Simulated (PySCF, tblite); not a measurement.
**C5H11NSi2: geometry, infrared bands and NMR shifts**

What infrared bands and NMR shifts should C5H11NSi2 (`CC[Si@@H]1C[SiH2][C@@H]1C#N`) show?

The runs use tblite 0.8.0 and PySCF 2.14.0, with density-fitted response routines of our own; the level of theory stands in each step. All values are computed, except where a source is named. Atoms are numbered from 0 throughout.

## (1) The starting structure

19 atoms, charge 0, multiplicity 1; geometry from: force field or distance geometry start.

Bonds of the start (Å): C0–C1 1.50, C1–Si2 1.78, Si2–C3 1.88, C3–Si4 1.88, Si4–C5 1.88, C5–C6 1.48, C6–N7 1.17, C5–Si2 1.85, C0–H8 1.09, C0–H9 1.11, C0–H10 1.11, C1–H11 1.12, C1–H12 1.11, Si2–H13 1.50, C3–H14 1.11, C3–H15 1.08, Si4–H16 1.47, Si4–H17 1.44, C5–H18 1.10.

## (2) Relaxing the molecule with GFN2-xTB

Job settings and geometry (Å):

```
{"job": {"kind": "relax", "xc": "GFN2-xTB", "basis": "xTB"}, "charge": 0, "multiplicity": 1}
C      2.328600    -0.494300     0.575000
C      1.747100    -0.002400    -0.714500
Si    -0.019800     0.155900    -0.871500
C     -0.895600     1.492000     0.128300
Si    -2.412300     0.444300    -0.261700
C     -1.214400    -0.991400    -0.055200
C     -0.994600    -1.177300     1.391800
N     -0.836800    -1.313500     2.543800
H      1.635800    -0.956400     1.276900
H      3.076000    -1.283600     0.334200
H      2.896200     0.332300     1.052600
H      2.232300     0.990700    -0.906800
H      2.157000    -0.649700    -1.521200
H     -0.423700     0.353500    -2.302300
H     -0.704900     1.380400     1.211800
H     -0.875400     2.486200    -0.280300
H     -2.724200     0.635300    -1.687100
H     -3.503700     0.514300     0.675100
H     -1.477500    -1.907100    -0.596300
```

On the command line:

```sh
$ OMP_NUM_THREADS=1 python probes_run.py task.json out
```

One launch serves the whole session: the jobs run in the order shown.

**Question.** This job is followed by: GFN2-xTB harmonic vibrations, gas phase; GIAO PBE0/pcSseg-1 NMR shielding, non-relativistic, gas phase. Predict these results of the whole session: strongest single infrared mode (GFN2-xTB); zero-point energy (GFN2-xTB); ¹³C shifts against TMS (PBE0/pcSseg-1); ¹H shifts against TMS (PBE0/pcSseg-1, means over atoms taken as alike); ²⁹Si shifts against TMS (PBE0/pcSseg-1); ¹⁵N shifts against NH3 (PBE0/pcSseg-1).

As calculated:

| quantity | value |
| --- | --- |
| strongest single infrared mode (GFN2-xTB) | 2260 cm⁻¹, 432 km/mol |
| zero-point energy (GFN2-xTB) | 89.0 kcal/mol |
| ¹³C shifts against TMS (PBE0/pcSseg-1) | 124.3, 9.5, 8.5, -1.0, -5.2 ppm |
| ¹H shifts against TMS (PBE0/pcSseg-1, means over atoms taken as alike) | 5.22, 5.06, 4.95, 1.85, 1.55, 1.33, 0.93, 0.69, 0.59 ppm |
| ²⁹Si shifts against TMS (PBE0/pcSseg-1) | -3.1, -28.7 ppm |
| ¹⁵N shifts against NH3 (PBE0/pcSseg-1) | 291.7 ppm |

In words: The optimisation took 138 steps and gained 1.297 eV; among the close pairs (by a distance rule), Si2–Si4 changed most, from 2.486 to 2.785 Å. No mode is imaginary among the 51: a minimum at this level. The strongest single mode, at 2260 cm⁻¹, moves mainly H16. GFN2-xTB is a fitted tight-binding method: band positions and strengths are rough. Its intensities can rank the bands wrongly. The most deshielded carbon is C6 (nitrile carbon), at 124.3 ppm: typical of a nitrile. At PBE0/pcSseg-1: The widest tensor belongs to N7: span 465 ppm, with a paramagnetic part of -365 ppm.
